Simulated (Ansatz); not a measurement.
# interstitial Ga in Si: two geometries relaxed, part 2 of 2

Are the two ends of the hop to the nearest equivalent void separate minima, and which lies lower? Each is relaxed from a guess. The host cell (diamond) has 16 atoms; the extra atom is the last.

Ansatz 0.2.0; DFT r2SCAN, plane waves, PAW, scalar-relativistic, collinear spin. Earlier steps stand in the parts before.

## Step 5: More of the same log: end point B relaxed

Output, continued:

```text
spin=Collinear: Kerker preconditioning applied to the charge; magnetization (m = ρ↑ − ρ↓) channel mixes plain (no charge-response kernel on spin).
relax step   6: F+E_penalty+E_count = -14010.91192410 eV  Δ(F+E_penalty+E_count) = -1.369e-1 eV  max|allowed force component| = 2.827e-1 eV/Å  Δτ_max = 0.1954 Å  (13 SCF iters, dr2 threshold 7.55e-5 eV, accepted)
preconditioner: auto → Kerker (q_TF=auto, 2.151 Å⁻¹)  [metal: Δε(μ)=0.013 eV  Ē_g=9.866 eV  σ=0.020 eV  W_gap=0.35  n_scr=58 (ndim 8)  ℏωp=18.2 eV  f_vac=0.000  D(μ)=9.13/eV (n_scr^D=58)]
spin=Collinear: Kerker preconditioning applied to the charge; magnetization (m = ρ↑ − ρ↓) channel mixes plain (no charge-response kernel on spin).
preconditioner: auto → Resta (q_TF=auto, 2.151 Å⁻¹)  ε∞=4.4  [insulator: Δε(μ)=0.022 eV  Ē_g=9.863 eV  σ=0.020 eV  W_gap=0.55  n_scr=58 (ndim 8)  ℏωp=18.2 eV  f_vac=0.000  D(μ)=7.34/eV (n_scr^D=58)  ε∞_Penn≈4.4]
spin=Collinear: Resta preconditioning applied to the charge; magnetization (m = ρ↑ − ρ↓) channel mixes plain (no charge-response kernel on spin).
relax step   7: F+E_penalty+E_count = -14011.05461822 eV  Δ(F+E_penalty+E_count) = -1.427e-1 eV  max|allowed force component| = 1.523e-1 eV/Å  Δτ_max = 0.2000 Å  (11 SCF iters, dr2 threshold 3.76e-5 eV, accepted)
preconditioner: auto → Resta (q_TF=auto, 2.151 Å⁻¹)  ε∞=4.4  [insulator: Δε(μ)=0.058 eV  Ē_g=9.876 eV  σ=0.020 eV  W_gap=0.96  n_scr=58 (ndim 8)  ℏωp=18.2 eV  f_vac=0.000  D(μ)=0.94/eV (n_scr^D=0)  ε∞_Penn≈4.4]
spin=Collinear: Resta preconditioning applied to the charge; magnetization (m = ρ↑ − ρ↓) channel mixes plain (no charge-response kernel on spin).
relax step   8: F+E_penalty+E_count = -14011.06880668 eV  Δ(F+E_penalty+E_count) = -1.419e-2 eV  max|allowed force component| = 2.410e-1 eV/Å  Δτ_max = 0.1790 Å  (10 SCF iters, dr2 threshold 6.74e-6 eV, accepted)
preconditioner: auto → Resta (q_TF=auto, 2.151 Å⁻¹)  ε∞=4.4  [insulator: Δε(μ)=0.074 eV  Ē_g=9.874 eV  σ=0.020 eV  W_gap=0.99  n_scr=58 (ndim 8)  ℏωp=18.2 eV  f_vac=0.000  D(μ)=0.39/eV (n_scr^D=0)  ε∞_Penn≈4.4]
spin=Collinear: Resta preconditioning applied to the charge; magnetization (m = ρ↑ − ρ↓) channel mixes plain (no charge-response kernel on spin).
relax step   9: F+E_penalty+E_count = -14011.08399485 eV  Δ(F+E_penalty+E_count) = -1.519e-2 eV  max|allowed force component| = 1.920e-2 eV/Å  Δτ_max = 0.0843 Å  (9 SCF iters, dr2 threshold 1.69e-5 eV, accepted)
preconditioner: auto → Resta (q_TF=auto, 2.151 Å⁻¹)  ε∞=4.4  [insulator: Δε(μ)=0.076 eV  Ē_g=9.875 eV  σ=0.020 eV  W_gap=0.99  n_scr=58 (ndim 8)  ℏωp=18.2 eV  f_vac=0.000  D(μ)=0.34/eV (n_scr^D=0)  ε∞_Penn≈4.4]
spin=Collinear: Resta preconditioning applied to the charge; magnetization (m = ρ↑ − ρ↓) channel mixes plain (no charge-response kernel on spin).
relax step  10: F+E_penalty+E_count = -14011.08399488 eV  Δ(F+E_penalty+E_count) = -2.873e-8 eV  max|allowed force component| = 1.922e-2 eV/Å  Δτ_max = 0.0000 Å  (4 SCF iters, accepted)
NSCF: frozen V_eff on 8 k-points
the band table was solved once a step of the walk had ended and its energy, with any forces and stress, was formed, with the checks that follow a solve (5698 applications of the Hamiltonian). They found nothing against the state; the energy, forces and stress were not computed again (output.eigenvalues in the input reference)
preconditioner: auto → Resta (q_TF=auto, 2.151 Å⁻¹)  ε∞=4.4  [insulator: Δε(μ)=0.076 eV  Ē_g=9.874 eV  σ=0.020 eV  W_gap=0.99  n_scr=58 (ndim 8)  ℏωp=18.2 eV  f_vac=0.000  D(μ)=0.34/eV (n_scr^D=0)  ε∞_Penn≈4.4]
spin=Collinear: Resta preconditioning applied to the charge; magnetization (m = ρ↑ − ρ↓) channel mixes plain (no charge-response kernel on spin).
NSCF: frozen V_eff on 8 k-points
the band table was solved once a step of the walk had ended and its energy, with any forces and stress, was formed, with the checks that follow a solve (3938 applications of the Hamiltonian). They found nothing against the state; the energy, forces and stress were not computed again (output.eigenvalues in the input reference)
Stability not checked: this state was not tested for a lower state beside it, because the mixer in use, unlike msr1, does not test its closes by its own steps (another_mixer; see scf.mixing.algorithm and scf.lower_state_search)
Magnetization: 0.2484 μB (38.6242 up, 38.3758 down)
Absolute magnetization: 0.2846 μB (∫|ρ↑−ρ↓|, with the PAW one-centre terms)
Spin contamination: 0.0002 ħ² per cell (⟨S²⟩ above its minimum at these occupations)
Per-site moments (μB) at R_I (Å): [(0.004245149518921389, 0.9670827596344913), (0.0047583044816805, 0.9367596335200834), (0.0042416673855595, 0.9670393854524908), (0.002990420768204538, 0.9600197626105358), (0.004239528826029163, 0.9670153164163274), (0.002988872590543584, 0.9600582927585696), (-0.00020086376451209568, 0.9600197626105358), (0.00298591665341268, 0.9600958071252138), (-0.0001649113850134315, 0.9366154977925194), (0.0047241878211448166, 0.9366871926013234), (0.004558473812300263, 0.9662079821416216), (0.004725222351351483, 0.9366495493853835), (0.004554302997785099, 0.9662397295957286), (0.004724894926419314, 0.9366154977925194), (0.004550026064366765, 0.9662597685105819), (0.003132705351693305, 0.9603056695744722), (-0.0008694753968365648, 1.0031012748823596)]
Free energy (F): -14011.083995 eV
Harris-Foulkes:  -14011.083995 eV  (|F-HF|=7.44e-10)
Internal energy: -14011.083928 eV  (E = F + TS)
E sigma→0 (E₀):  -14011.083961 eV
Entropy (-TS):   -0.000067 eV (-0.004 meV/atom)
Fermi energy:    7.645762 eV
--- Per-component energies (eV) ---
  E_band       = 17.449302
[...]
  E_kinetic    = 778.210475
  E_local      = -2654.300057  (includes V_loc(G=0)·N_el)
  E_nonlocal   = 258.291476
  E_hartree    = 1456.420542
  E_xc         = -907.096728
  E_vxc        = -880.009446  (∫ρ·V_xc dr)
  E_paw        = -10292.826327  (= ΣΔE_a)
  E_vpaw       = -432.934602  (= ΣTr[D̂ρ^β])
  E_aug_tail   = 0.000257  (compensation charges beyond the density's cutoff)
  E_vtau       = 35.349993  (kinetic-family band-sum trace: ∫τ·v_τ [+ j·A + Jᵃ·Aᵃ] dr)
  E_ewald      = -2647.907569
  E_core_change = -1.875995  (= ΣΔE_core)
  E_smearing   = -0.000067  (= −TS)
  E_closure    = 0.000000  (closes the sum)
  Σ components = -14011.083995   (vs F -14011.083995, Δ=0.00e0)
--- Forces (eV/Å), atoms counted from 1 ---
  atom   1  Si    -0.00333850     0.01245176     0.01141840
  atom   2  Si    -0.01690584     0.01754524     0.01793051
  atom   3  Si    -0.01433065     0.00430484     0.01218164
  atom   4  Si     0.00869847    -0.00710692    -0.01922300
  atom   5  Si    -0.01499207     0.01388802     0.00435891
  atom   6  Si     0.00874149    -0.01711386    -0.00588442
  atom   7  Si     0.00213010    -0.00099913     0.00012915
  atom   8  Si     0.01525217    -0.00736918    -0.00610374
  atom   9  Si    -0.00784525     0.00936491     0.01046689
  atom  10  Si     0.00008292    -0.00405191    -0.00209542
  atom  11  Si     0.01229808    -0.01262758    -0.00839288
  atom  12  Si     0.00516968    -0.00246493    -0.00220509
  atom  13  Si     0.01296185    -0.00892263    -0.01311920
  atom  14  Si     0.00484533    -0.00384071    -0.00618355
  atom  15  Si     0.00852029    -0.01372043    -0.01354527
  atom  16  Si    -0.01838672     0.01726694     0.01585663
  atom  17  Ga    -0.00290145     0.00339573     0.00441141
  max |Σ_I F_I| component: 9.73e-7 eV/Å
--- Band table (eV; the first three rows and the last of 16) ---
  k-point 0 ↑: bands = ["-8.6312", "-8.6312", "-8.6311", "-8.6170", "-8.6169", "-6.2291", "-3.6138", "-3.4855", "-3.4847", "-3.4808", "-2.5807", "-1.5585", "-1.5545", "-1.5541", "-1.3224", "-1.3217", "-1.0421", "-0.5402", "-0.5357", "-0.5351", "3.1225", "3.1248", "3.1250", "3.8248", "3.8251", "3.8303", "4.8966", "5.3180", "5.3187", "5.3189", "5.4742", "5.4748", "5.5794", "5.5800", "5.5886", "6.7072", "6.7106", "6.7107", "7.4418", "7.4581", "7.4583", "7.6066", "7.6076", "8.3534", "8.3537", "8.3583", "8.5075", "8.9524", "8.9527", "8.9685", "9.8347", "9.8491", "9.8496", "10.1375", "10.1376", "10.4023"]
  k-point 1 ↑: bands = ["-8.6317", "-8.6311", "-8.6309", "-8.6172", "-8.6171", "-5.6752", "-4.9887", "-3.4671", "-3.2341", "-3.2241", "-2.9613", "-2.8191", "-2.8102", "-0.8194", "-0.1709", "0.0813", "0.0830", "0.1676", "0.1758", "1.5983", "2.5110", "2.6607", "2.6642", "2.7308", "3.0987", "3.1050", "3.1214", "3.9455", "3.9516", "4.4268", "4.4280", "4.5110", "4.5147", "5.8900", "5.8977", "5.9280", "5.9314", "6.4406", "7.7381", "8.2393", "8.2559", "8.5210", "8.5258", "8.9780", "9.0765", "9.8126", "9.8231", "10.4259", "10.5440", "10.5493", "11.0325", "11.3445", "11.3482", "11.5476", "11.5549", "12.1231"]
  k-point 2 ↑: bands = ["-8.6316", "-8.6311", "-8.6310", "-8.6172", "-8.6171", "-5.6752", "-4.9886", "-3.4671", "-3.2339", "-3.2243", "-2.9615", "-2.8193", "-2.8098", "-0.8195", "-0.1707", "0.0810", "0.0830", "0.1677", "0.1759", "1.5983", "2.5110", "2.6608", "2.6643", "2.7309", "3.0987", "3.1051", "3.1211", "3.9453", "3.9517", "4.4267", "4.4282", "4.5111", "4.5147", "5.8900", "5.8975", "5.9281", "5.9316", "6.4406", "7.7382", "8.2393", "8.2555", "8.5215", "8.5257", "8.9780", "9.0764", "9.8123", "9.8225", "10.4259", "10.5440", "10.5496", "11.0328", "11.3443", "11.3487", "11.5478", "11.5547", "12.1230"]
  k-point 7 ↓: bands = ["-8.6322", "-8.6316", "-8.6315", "-8.6169", "-8.6168", "-5.6607", "-4.9682", "-3.4500", "-3.2153", "-3.2051", "-2.9453", "-2.8016", "-2.7932", "-0.8089", "-0.1655", "0.1051", "0.1078", "0.1882", "0.1961", "1.6190", "2.5299", "2.6783", "2.6822", "2.7476", "3.1215", "3.1277", "3.1345", "3.9636", "3.9694", "4.4423", "4.4432", "4.5289", "4.5321", "5.9029", "5.9109", "5.9401", "5.9435", "6.4504", "7.7429", "8.2796", "8.2973", "8.5540", "8.5607", "8.9983", "9.0990", "9.8345", "9.8436", "10.4303", "10.5678", "10.5715", "11.0404", "11.3746", "11.3788", "11.5773", "11.5841", "12.1395"]
--- Relaxed structure (10 steps of the walk, 10 accepted, 0 SCFs on fresh bases) ---
  F+E_penalty+E_count = -14011.08399488 eV   max|allowed force component| = 1.922e-2 eV/Å
  atoms:
    - { symbol: Si, position: [-0.00811124678895984, 0.0010031038112163077, 0.0006674407168976845] }
    - { symbol: Si, position: [0.12453126290450159, 0.12541360895711665, 0.12512432205482557] }
    - { symbol: Si, position: [-0.00813110702410059, 0.0010452546042827218, 0.5066394388047581] }
    - { symbol: Si, position: [0.11431929378443696, 0.13223962298103498, 0.6268230186459504] }
    - { symbol: Si, position: [-0.00810384201796685, 0.5069328588812191, 0.0007168046954957041] }
    - { symbol: Si, position: [0.11432229500491575, 0.6271524999852103, 0.1318905530860442] }
    - { symbol: Si, position: [-0.009344117733363438, 0.5034217139890301, 0.5030875397518823] }
    - { symbol: Si, position: [0.11428657573459727, 0.6272017057450461, 0.6268883373447455] }
    - { symbol: Si, position: [0.4867200631235271, 0.0046691704114662225, 0.00439538572904169] }
    - { symbol: Si, position: [0.6103553373122161, 0.12392823497878341, 0.12364860102959291] }
    - { symbol: Si, position: [0.4879666976017064, 0.0006903608807341255, 0.5057945736721668] }
    - { symbol: Si, position: [0.6103884574116615, 0.12394263115021253, 0.6422627377990135] }
    - { symbol: Si, position: [0.487999090847686, 0.5060936242867932, 0.00038093818725060125] }
    - { symbol: Si, position: [0.6104708114254207, 0.6425504994679812, 0.12361786331615332] }
    - { symbol: Si, position: [0.4879881233396001, 0.5061121469226602, 0.5057912872421855] }
    - { symbol: Si, position: [0.6193632412063688, 0.627187250526893, 0.6268647896955766] }
    - { symbol: Ga, position: [0.7366652238677528, 0.25467641242032135, 0.2544169182284199] }
```

Wall time 6.8 min (4 threads of Arm Neoverse V1, shared host); peak memory 1.9 GiB.

The steps of the relaxation:

```
step  energy from step 1 (eV/cell)  largest force component (eV/Å)
   1                        0.0000                          2.8029
   2                       -0.8609                          1.0313
   3                       -1.1446                          0.4304
   4                       -1.3364                          0.5834
   5                       -1.5472                          0.4004
   6                       -1.6841                          0.2827
   7                       -1.8268                          0.1523
   8                       -1.8410                          0.2410
   9                       -1.8561                          0.0192
  10                       -1.8561                          0.0192
```

Step 1 is the start. Step 10 solves the same geometry again.

Largest move: Ga17, 1.03 Å.

## Step 6: What came out

This closing draws on all 2 parts.

| quantity | value |
| --- | --- |
| end A | 8 moves, 1.993 eV lower |
| end B | 8 moves, 1.856 eV lower |
| largest difference between the ends | 0.13 Å |
| end B relative to end A | +0.000 eV |

The two relaxations end at one structure, within 0.13 Å: no second minimum was found from this start, which doesn't rule one out. Equivalent sites exist by translation; this start for end B simply lay in end A's basin.
